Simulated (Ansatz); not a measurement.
# SnBi2O5: the cost of one run

Program: Ansatz 0.2.0. Level of theory: DFT PBE, scalar-relativistic, plane waves, PAW, unless a step names another level. These are calculated values, not measurements.

6 further runs of the same task are left out: 5 that didn't finish, 1 set aside as unsound or not needed. Runs told in other sessions of the task aren't counted.

## Step 1: The structure to begin with

It takes space group Cmcm (No. 63, orthorhombic). Conventional cell: a = 4.170 Å, b = 12.403 Å, c = 10.738 Å, α = 90.00°, β = 90.00°, γ = 90.00°. Around Sn (site symmetry m2m) lie 6 O at 2.03 to 2.21 Å. Bi (site symmetry m) is surrounded by 5 O at 2.20 to 2.49 Å. O (site symmetry m) is surrounded by 1 Sn at 2.21 Å and 3 Bi at 2.33 to 2.41 Å. O (site symmetry m) has 1 Sn at 2.03 Å and 2 Bi at 2.20 to 2.49 Å in its first shell of neighbours. Around O (site symmetry m2m) lie 2 Sn at 2.16 Å.

Structure file:

```cif
data_structure
_symmetry_space_group_name_H-M 'P 1'
_symmetry_Int_Tables_number 1
_cell_length_a 6.5424
_cell_length_b 6.5424
_cell_length_c 10.7378
_cell_angle_alpha 90.000
_cell_angle_beta 90.000
_cell_angle_gamma 142.834
_cell_volume 277.66
loop_
_atom_site_label
_atom_site_type_symbol
_atom_site_fract_x
_atom_site_fract_y
_atom_site_fract_z
_atom_site_occupancy
Sn1 Sn 0.17025 0.82975 0.75000 1
Sn2 Sn 0.82975 0.17025 0.25000 1
Bi1 Bi 0.86110 0.13890 0.92949 1
Bi2 Bi 0.86110 0.13890 0.57051 1
Bi3 Bi 0.13890 0.86110 0.42949 1
Bi4 Bi 0.13890 0.86110 0.07051 1
O1 O 0.27825 0.72175 0.91360 1
O2 O 0.05831 0.94169 0.88825 1
O3 O 0.27825 0.72175 0.58640 1
O4 O 0.05831 0.94169 0.61175 1
O5 O 0.71458 0.28542 0.75000 1
O6 O 0.72175 0.27825 0.41360 1
O7 O 0.94169 0.05831 0.38825 1
O8 O 0.72175 0.27825 0.08640 1
O9 O 0.94169 0.05831 0.11175 1
O10 O 0.28542 0.71458 0.25000 1
```

It came out lowest among 16 distinct ends of the trial cells. At a tolerance of 0.02 Å it has space group Cmcm (No. 63).

## Step 2: Kick test: the unmoved cell on a coarse mesh

Contents of input.yaml:

```yaml
crystal:
  lattice:
    - [-4.1698466549, 0.0, 0.0]
    - [2.0849233274, -6.2012986061, 0.0]
    - [0.0, 0.0, 10.7378446703]
  atoms:
    - { symbol: Sn, position: [0.1702467957, 0.3404935915, 0.75] }
    - { symbol: Sn, position: [0.8297532043, 0.6595064085, 0.25] }
    - { symbol: Bi, position: [0.8611002171, 0.7222004343, 0.9294936789] }
    - { symbol: Bi, position: [0.8611002171, 0.7222004343, 0.5705063211] }
    - { symbol: Bi, position: [0.1388997829, 0.2777995657, 0.4294936789] }
    - { symbol: Bi, position: [0.1388997829, 0.2777995657, 0.0705063211] }
    - { symbol: O, position: [0.2782507654, 0.5565015307, 0.9136014042] }
    - { symbol: O, position: [0.0583123346, 0.1166246692, 0.8882536496] }
    - { symbol: O, position: [0.2782507654, 0.5565015307, 0.5863985958] }
    - { symbol: O, position: [0.0583123346, 0.1166246692, 0.6117463504] }
    - { symbol: O, position: [0.7145792503, 0.4291585006, 0.75] }
    - { symbol: O, position: [0.7217492346, 0.4434984693, 0.4136014042] }
    - { symbol: O, position: [0.9416876654, 0.8833753308, 0.3882536496] }
    - { symbol: O, position: [0.7217492346, 0.4434984693, 0.0863985958] }
    - { symbol: O, position: [0.9416876654, 0.8833753308, 0.1117463504] }
    - { symbol: O, position: [0.2854207497, 0.5708414994, 0.25] }
basis:
  ecutwfc: 420
kpoints:
  mp_grid: { grid: [4, 4, 2] }
hamiltonian:
  xc: pbe
scf:
  occupations: { method: gaussian, width: 0.1 }
  lower_state_search: "off"
output:
  forces: true
  stress: true
  eigenvalues: true
```

Started as:

```sh
ansatz run input.yaml --threads 1 --pin off --max-ram 2560MiB --backend cpu --events-out ev --progress --plain --runs-dir out
```

What time and memory should one allow on 1 thread of Intel Xeon 6975P-C (Granite Rapids), shared host?

About 10 s, with a peak of 0.7 GiB.
